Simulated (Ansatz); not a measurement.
**CH6GaNOSi: up Jacob's ladder to CCSD(T)**

One table from this session's results is given with a row withheld; the runs are named, their logs left out.

Computed with Ansatz 0.2.0, Gaussian basis. Level: functionals in def2-TZVPP, the program's frozen cores in correlated methods.

Plan: PBE-D4, r2SCAN-D4, PBE0-D4, B3LYP-D4, ωB97X-V, ωB97M-V, B2PLYP; CCSD(T)/def2-TZVPP; MP2/def2-QZVPP; extrapolation to the limit.

## The relaxed structure

An earlier PBE0-D4 in a triple-zeta def2 set relaxation fixed the geometry.

SMILES `O/[C]([GaH2])=N/[SiH3]`, 11 atoms, charge 0, spin multiplicity 1.

Atoms are counted from 1 here; the program's logs count them from 0.

Bond lengths: O1–C2 1.337 Å, O1–H6 0.973 Å, C2–Ga3 2.024 Å, C2–N4 1.277 Å, Ga3–H7 1.564 Å, Ga3–H8 1.564 Å, N4–Si5 1.714 Å, Si5–H9 1.482 Å, Si5–H10 1.541 Å, Si5–H11 1.482 Å. Angles: C2–O1–H6 107.1°, O1–C2–Ga3 117.7°, O1–C2–N4 120.0°, Ga3–C2–N4 122.3°, C2–Ga3–H7 118.0°, C2–Ga3–H8 118.0°, H7–Ga3–H8 123.3°, C2–N4–Si5 113.9°, N4–Si5–H9 113.7°, N4–Si5–H10 106.7°, N4–Si5–H11 113.7°, H9–Si5–H10 105.8°, H9–Si5–H11 110.4°, H10–Si5–H11 105.8°.

Set-up of the first run:

Input file in.yaml:

```yaml
crystal:
  periodic: [false, false, false]
  atoms:
    - {symbol: O, position_ang: [-1.867763, 0.926955, -1.228531]}
    - {symbol: C, position_ang: [-0.884966, 0.380224, -0.505506]}
    - {symbol: Ga, position_ang: [1.021857, 0.775433, -1.057450]}
    - {symbol: N, position_ang: [-1.165796, -0.362677, 0.494909]}
    - {symbol: Si, position_ang: [0.210069, -0.980250, 1.308601]}
    - {symbol: H, position_ang: [-2.708364, 0.638920, -0.832574]}
    - {symbol: H, position_ang: [1.685368, 2.086373, -0.520233]}
    - {symbol: H, position_ang: [1.667002, -0.122982, -2.163833]}
    - {symbol: H, position_ang: [0.338519, -0.506187, 2.706543]}
    - {symbol: H, position_ang: [1.446051, -0.436355, 0.566280]}
    - {symbol: H, position_ang: [0.323321, -2.456555, 1.252093]}
basis:
  gaussian: {orbitals: def2-TZVPP}
hamiltonian: {xc: pbe, dispersion: d4}
output: {forces: true, orbitals: {seedname: orbitals}}
```

The run is started by

```bash
> ansatz run in.yaml --threads 4 --pin off --events-out ev --progress --plain --max-ram 10444MiB
```

Steps of the session up to this table: PBE-D4 (GGA); r2SCAN-D4 (meta-GGA); PBE0-D4 (hybrid); B3LYP-D4 (hybrid); ωB97X-V (range-separated); ωB97M-V (range-separated); B2PLYP (double hybrid); CCSD(T) in def2-TZVPP; MP2 in def2-QZVPP.

One table of the session follows, with a row left open; its other results are not shown here.

| method | atomisation energy (kJ/mol) |
| --- | --- |
| PBE-D4 | 3684.6 |
| r2SCAN-D4 | 3627.5 |
| PBE0-D4 | 3601.3 |
| B3LYP-D4 | 3611.2 |
| ωB97X-V | 3644.8 |
| ωB97M-V | 3627.2 |
| B2PLYP | 3570.0 |
| HF/def2-TZVPP | 2478.2 |
| MP2/def2-TZVPP | ? |
| CCSD/def2-TZVPP | 3456.8 |
| CCSD(T)/def2-TZVPP | 3524.1 |
| MP2/CBS | 3678.7 |
| CCSD(T)/CBS | 3624.0 |

**Question.** Estimate the row for MP2/def2-TZVPP.

The run gave: atomisation energy (kJ/mol): 3578.8. In the column «atomisation energy (kJ/mol)» it lies between B2PLYP (3570.0) and PBE0-D4 (3601.3).

Among the levels timed on like hardware and quicker than the yardstick, those that no quicker one beats, quickest first: PBE-D4 (2.8 s, +60.5 kJ/mol); PBE0-D4 (3.9 s, -22.7 kJ/mol); r2SCAN-D4 (6 s, +3.5 kJ/mol); ωB97M-V (14 s, +3.1 kJ/mol).

B2PLYP carry no dispersion term (for B3LYP, D4 adds 44.6 kJ/mol).

Caveats from the session: Free atoms (1 O, 1 C, 1 Ga, 1 N, 1 Si, 6 H) were run apart at each level; the atomisation energy is their sum less the molecule, without zero-point or spin-orbit terms.
